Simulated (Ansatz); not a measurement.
# Ni (Ni, beta-Sn type): the cost of one run

Method: DFT BLYP, plane waves (420 eV) with PAW, scalar-relativistic; PAW files made under PBE, frozen cores solved again for the functional, in Ansatz 0.2.0.

### 1 The system as given

Symmetry: I4_1/amd, No. 141, tetragonal system. Conventional cell: a = 4.382 Å, b = 4.382 Å, c = 2.393 Å, α = 90.00°, β = 90.00°, γ = 90.00°. Around Ni (site symmetry -4m2) lie 6 Ni at 2.27 to 2.39 Å.

Coordinates:

```xyz
2
Lattice="-2.1911 2.1911 1.1963 2.1911 -2.1911 1.1963 2.1911 2.1911 -1.1963" Properties=species:S:1:pos:R:3 pbc="T T T"
Ni    0.0000    0.0000    0.0000
Ni    0.0000    2.1911    0.5982
```

The atoms start with moments of +0.8 ×2 μB.

### 2 Geometry optimisation

Input file input.yaml:

```yaml
crystal:
  lattice:
    - [-2.1910720922, 2.1910720922, 1.1963253623]
    - [2.1910720922, -2.1910720922, 1.1963253623]
    - [2.1910720922, 2.1910720922, -1.1963253623]
  atoms:
    - { symbol: Ni, position: [0.0, 0.0, 0.0], spin: 0.8 }
    - { symbol: Ni, position: [0.75, 0.25, 0.5], spin: 0.8 }
hamiltonian:
  xc: blyp
  pseudopotentials:
    kind: paw
    azcp:
      Ni: "pseudopotentials/Ni.paw.azcp"
basis:
  ecutwfc: 420
  fft_grid_basis: typed
kpoints:
  mp_grid: { grid: [15, 15, 10], shift: [0, 0, 0] }
magnetization:
  spin_polarized: true
scf:
  occupations: { method: fermi_dirac, width: 0.05 }
relax:
  max_steps: 60
  f_tol: 0.01
  cell: {}
```

The run is started by

```bash
ansatz run input.yaml --threads 2 --pin off --max-ram 5120MiB --backend cpu --events-out ev --progress --plain --runs-dir out
```

**Question.** How long does this run take on 2 threads of Intel Xeon Platinum 8488C (Sapphire Rapids), shared host, and how much memory does it need?

About 7.4 min, with a peak of 0.79 GiB.
